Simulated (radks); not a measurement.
**Tc inside a hard spherical wall**

What does compression do to the levels of Tc? A hard sphere of shrinking radius stands in for pressure; the configuration is held at [Kr] 4d5 5s2.

Program: radks (a radial shooting solver on a logarithmic mesh, Libxc functionals) version 1. Level of theory: scalar-relativistic Kohn-Sham, LDA (Slater exchange, VWN5 correlation), spin-polarised, spherical densities, finite nucleus; open shells are filled with parallel spins first. These are calculated values, not measurements, unless marked.

## 1. What is computed

| Quantity | Value |
| --- | --- |
| element | technetium (Z = 43) |
| charge | 0 |
| electrons | 43 |
| configuration | [Kr] 4d5 5s2 |
| nuclear rms radius | 4.4112 fm |

Outer shells as boxes (Hund's rule):

Tc
```
[Kr] core
4d [↑ ][↑ ][↑ ][↑ ][↑ ]
5s [↑↓]
```

## 2. The free atom

Settings of this run:

```text
Z 43
configuration [Kr] 4d5 5s2 5p0 6s0 4f0
relativity scalar-relativistic
functional lda,vwn5
spin polarised
nucleus finite rms 4.4112 fm
c 137.035999084
```

## 3. Wall at 20 bohr

Changes since step 2:

```diff
@@ -6,2 +6,3 @@
 nucleus finite rms 4.4112 fm
+wall 20 bohr
 c 137.035999084
```

## 4. Wall at 15 bohr

Changes since step 3:

```diff
@@ -6,3 +6,3 @@
 nucleus finite rms 4.4112 fm
-wall 20 bohr
+wall 15 bohr
 c 137.035999084
```

## 5. Wall at 10 bohr

Changes since step 4:

```diff
@@ -6,3 +6,3 @@
 nucleus finite rms 4.4112 fm
-wall 15 bohr
+wall 10 bohr
 c 137.035999084
```

## 6. Wall at 8 bohr

Changes since step 5:

```diff
@@ -6,3 +6,3 @@
 nucleus finite rms 4.4112 fm
-wall 10 bohr
+wall 8 bohr
 c 137.035999084
```

## 7. Wall at 6 bohr

Changes since step 6:

```diff
@@ -6,3 +6,3 @@
 nucleus finite rms 4.4112 fm
-wall 8 bohr
+wall 6 bohr
 c 137.035999084
```

## 8. Wall at 5 bohr

Changes since step 7:

```diff
@@ -6,3 +6,3 @@
 nucleus finite rms 4.4112 fm
-wall 6 bohr
+wall 5 bohr
 c 137.035999084
```

## 9. Wall at 2.5 bohr

Changes since step 8:

```diff
@@ -6,3 +6,3 @@
 nucleus finite rms 4.4112 fm
-wall 5 bohr
+wall 2.5 bohr
 c 137.035999084
```

## 10. Wall at 1.5 bohr

Changes since step 9:

```diff
@@ -6,3 +6,3 @@
 nucleus finite rms 4.4112 fm
-wall 2.5 bohr
+wall 1.5 bohr
 c 137.035999084
```

What does the calculation give? Wanted: for each run, R; E − E(free); ε(5s); ε(5p, empty); ε(6s, empty); ε(4f, empty); pressure.

The runs gave:

```tsv
R (bohr)	E − E(free) (eV)	ε(5s) (eV)	ε(5p, empty) (eV)	ε(6s, empty) (eV)	ε(4f, empty) (eV)	pressure (GPa)
free	0.000	-5.752	-1.750	-0.065	-	0
20	0.000	-5.752	-1.750	0.032	1.479	< 0.0001
15	0.000	-5.752	-1.747	0.267	2.373	< 0.0001
10	0.014	-5.718	-1.643	1.709	4.660	0.0141
8	0.139	-5.533	-1.255	4.213	6.931	0.211
6	1.339	-4.441	0.589	12.294	11.838	3.68
5	4.345	-2.421	3.602	23.090	16.736	18.1
2.5	157.96	57.256	75.735	202.11	65.729	4051
1.5	1456.9	372.76	405.81	856.13	203.11	148654
```

What this shows: Eigenvalues are for spin up. At the tightest wall, 1.5 bohr, the energy stands 1456.9 eV above the free atom and the pressure, −dE/dV, is 148654 GPa. Of the levels in the table that exist at both ends, 6s (empty) rises most from the free atom (856.19 eV). From R = 2.5 bohr inwards the highest occupied level lies above zero, pushed up by confinement. Shells are not refilled when levels cross, and a hard wall is a model, not a crystal.
